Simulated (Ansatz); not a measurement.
**AlS₂F (SMILES [F][Al]1[S][S]1): a rigid scan of the bond length F1–Al2**

One table from this session's results is given with a row withheld; the runs are named, their logs left out.

Computed with Ansatz 0.2.0, Gaussian basis. Level: single points in def2-TZVPP.

Levels: PBE-D4, r2SCAN-D4, PBE0-D4, B3LYP-D4, wB97M-V, Hartree-Fock, MP2, CCSD, CCSD(T). The scan takes 1.466, 1.499, 1.546, 1.602, 1.664, 1.731, 1.802, 1.877, 1.955 Å.

Cores are frozen in the correlated methods. B3LYP uses VWN-RPA correlation.

55 further runs of the same task are left out: 55 set aside as unsound or not needed.

### Where the work starts

The minimum, relaxed at PBE0-D4: 4 atoms, charge 0, spin multiplicity 1.

Atoms are counted from 1 here; the program's logs count them from 0.

Bond lengths: F1–Al2 1.629 Å, Al2–S3 2.122 Å, Al2–S4 2.122 Å, S3–S4 2.235 Å. Angles: F1–Al2–S3 148.2°, F1–Al2–S4 148.2°, S3–Al2–S4 63.6°, Al2–S3–S4 58.2°, Al2–S4–S3 58.2°.

Geometry (Å):

```tsv
atom	x (Å)	y (Å)	z (Å)
F1	-1.06335	-0.23371	1.82292
Al2	-0.24779	-0.05432	0.42451
S3	-0.12225	0.86011	-1.48582
S4	1.43340	-0.57208	-0.76161
```

Energies of the minimum (eV), from earlier single points: PBE-D4 -30974.57164, r2SCAN-D4 -30986.65554, PBE0-D4 -30976.73452, B3LYP-D4 -30991.44067, wB97M-V -30987.84496, CCSD(T) -30948.22460.

At the minimum the bond length F1–Al2 is 1.629 Å.

Set-up of the first run:

pbe-tzvpp/in.yaml

```yaml
crystal:
  periodic: [false, false, false]
  atoms:
    - {symbol: F, position_ang: [-1.063348, -0.233708, 1.822919]}
    - {symbol: Al, position_ang: [-0.329285, -0.072248, 0.564253]}
    - {symbol: S, position_ang: [-0.203752, 0.842186, -1.346080]}
    - {symbol: S, position_ang: [1.351900, -0.590007, -0.621868]}
basis:
  gaussian: {orbitals: def2-TZVPP}
hamiltonian: {xc: pbe, dispersion: d4}
output: {forces: true}
```

r2scan-tzvpp/in.yaml, as changes to pbe-tzvpp/in.yaml:

```diff
-hamiltonian: {xc: pbe, dispersion: d4}
+hamiltonian: {xc: r2scan, dispersion: d4}
```

pbe0-tzvpp/in.yaml:

```diff
-hamiltonian: {xc: pbe, dispersion: d4}
-output: {forces: true}
+hamiltonian: {xc: pbe0, dispersion: d4}
+output: {forces: true, orbitals: {seedname: orbitals}}
```

b3lyp-tzvpp/in.yaml:

```diff
-hamiltonian: {xc: pbe, dispersion: d4}
+hamiltonian: {xc: {name: B3LYP}, dispersion: d4}
```

wb97mv-tzvpp/in.yaml:

```diff
-hamiltonian: {xc: pbe, dispersion: d4}
-output: {forces: true}
+hamiltonian: {xc: {name: wB97M-V}}
```

ccsdt-tzvpp/in.yaml:

```diff
-hamiltonian: {xc: pbe, dispersion: d4}
-output: {forces: true}
+correlation: {method: ccsd_t}
```

The same command starts each run, in its folder.

Started as:

```console
$ ansatz run in.yaml --threads 2 --pin off --events-out ev --progress --plain --max-ram 4352MiB
```

Steps of the session up to this table: F1–Al2 = 1.466 Å; F1–Al2 = 1.499 Å; F1–Al2 = 1.546 Å; F1–Al2 = 1.602 Å; F1–Al2 = 1.664 Å; F1–Al2 = 1.731 Å; F1–Al2 = 1.802 Å; F1–Al2 = 1.877 Å; F1–Al2 = 1.955 Å.

One of the session's tables, all rows but one given; the rest of the session is left out.

Energies less that of the minimum at the same level (eV):

```
bond length (Å)  PBE-D4  PBE0-D4  B3LYP-D4  wB97M-V  Hartree-Fock
          1.466   0.682    0.581     0.612    0.607         0.466
          1.499   0.425    0.346     0.369    0.365         0.252
          1.546   0.178    0.128     0.143    0.140         0.067
          1.602       ?        ?         ?        ?             ?
1.629 (minimum)   0.000    0.000     0.000    0.000         0.000
          1.664  -0.002    0.019     0.013    0.014         0.045
          1.731   0.080    0.139     0.122    0.129         0.216
          1.802   0.257    0.355     0.327    0.339         0.486
          1.877   0.508    0.646     0.608    0.627         0.834
          1.955   0.813    0.990     0.941    0.970         1.236
```

Estimate the missing values for bond length (Å) = 1.602.

**Answer.** PBE-D4: 0.028; PBE0-D4: 0.012; B3LYP-D4: 0.017; wB97M-V: 0.016; Hartree-Fock: -0.008.
